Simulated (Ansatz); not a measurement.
A nudged elastic band was laid between two geometries of a periodic cell of 17 atoms, CuSi16 (host Si, host structure diamond, interstitial Cu), cell charge +1.

Computed with DFT PBE, scalar-relativistic, plane waves, PAW (Ansatz 0.2.0). Settings: PAW set soft_1, cutoff 420 eV, k mesh 2x2x2, fermi-dirac smearing 0.02 eV, no spin polarisation.

```json
{"movable images": "5", "climbing image": "yes", "spring": "2.0 eV/Å²", "optimiser": "fire", "start path": "IDPP", "force threshold": "0.05 eV/Å", "iteration limit": "27", "end points": "relaxed"}
```

Image 0:

```xyz
17
Lattice="0.0000 5.4300 5.4300 5.4300 0.0000 5.4300 5.4300 5.4300 0.0000" Properties=species:S:1:pos:R:3
Si -0.052 -0.053 0.079
Si 1.393 1.324 1.415
Si 2.770 2.769 0.079
Si 3.895 4.252 1.467
Si 2.796 -0.080 2.669
Si 4.026 1.354 4.037
Si 5.326 2.821 2.635
Si 6.793 4.121 4.038
Si 0.025 2.692 2.725
Si 1.306 4.046 4.136
Si 2.578 5.569 2.871
Si 4.100 6.841 4.136
Si 2.717 2.691 5.432
Si 4.132 4.015 6.740
Si 5.456 5.430 5.432
Si 6.719 6.857 6.786
Cu 6.449 1.699 4.368
```

Image 6:

```xyz
17
Lattice="0.0000 5.4300 5.4300 5.4300 0.0000 5.4300 5.4300 5.4300 0.0000" Properties=species:S:1:pos:R:3
Si 0.065 -0.031 0.053
Si 1.438 1.301 1.411
Si 2.772 2.677 -0.035
Si 4.083 4.045 1.333
Si 2.822 0.175 2.895
Si 4.230 1.491 4.209
Si 5.494 2.763 2.686
Si 6.865 4.121 4.019
Si -0.035 2.709 2.764
Si 1.363 4.044 4.071
Si 2.669 5.369 2.656
Si 4.028 6.704 3.992
Si 2.716 2.782 5.499
Si 3.994 4.176 6.894
Si 5.395 5.475 5.427
Si 6.793 6.783 6.762
Cu 5.722 3.050 5.770
```

Q: What changes between the two ends?

A: The atom that moves furthest is Cu17, by 2.08 Å; four of its nearest neighbours are Si1 2.35, Si3 2.35, Si7 2.35, Si8 2.47 Å at the first end and Si2 2.35, Si8 2.35, Si14 2.35, Si9 2.47 Å at the last.

Q: Give the energies along the band, and the barrier.

A: It converged. The highest image is number 2 of 0 to 6, 0.048 eV above the ends, which have the same energy within 2 meV. Beside the main top the profile has a ripple of under 15 meV (maxima at images 2, 4), which may be a very shallow well or noise. By the program's own check the climbing image is of a kind that is not told: the force calls were inconclusive, a negative curvature could not be distinguished from the path's own, the only one lies far off the path, or fixed occupations may fill a level only in part (lowest curvatures found: -0.42 and 0.35 eV/Å²). Limits of this set-up: coarse k mesh, a small cell, in which the defect meets its images, a typed lattice constant that wasn't relaxed here, charged cell in a uniform background, uncorrected.

```tsv
image	path coordinate (Å)	energy (eV)	Si1–Cu17 (Å)	Si7–Cu17 (Å)	Si11–Cu17 (Å)
0	0.00	0.000	2.35	2.35	2.67
1	0.39	0.031	2.34	2.34	3.04
2	0.76	0.048	2.38	2.38	3.43
3	1.18	0.011	2.46	2.47	3.91
4	1.60	0.018	2.63	2.62	4.36
5	2.02	0.018	2.88	2.86	4.38
6	2.44	0.000	3.10	3.11	4.05
```

Q: What is the geometry of the highest image?

A: 
```xyz
17
Lattice="0.0000 5.4300 5.4300 5.4300 0.0000 5.4300 5.4300 5.4300 0.0000" Properties=species:S:1:pos:R:3
Si -0.030 -0.056 0.100
Si 1.412 1.304 1.466
Si 2.788 2.768 0.053
Si 3.921 4.207 1.480
Si 2.881 -0.086 2.633
Si 4.015 1.349 4.061
Si 5.391 2.823 2.654
Si 6.834 4.187 4.021
Si 0.050 2.697 2.746
Si 1.311 4.084 4.132
Si 2.607 5.562 2.848
Si 4.099 6.836 4.125
Si 2.692 2.700 5.421
Si 4.183 3.973 6.699
Si 5.475 5.458 5.424
Si 6.737 6.847 6.806
Cu 6.060 2.123 4.830
```

Time of the run: 37 min on 1 thread of Intel(R) Xeon(R) Processor @ 2.50GHz (Skylake/Cascade Lake), on a shared host, peak memory 0.96 GiB.
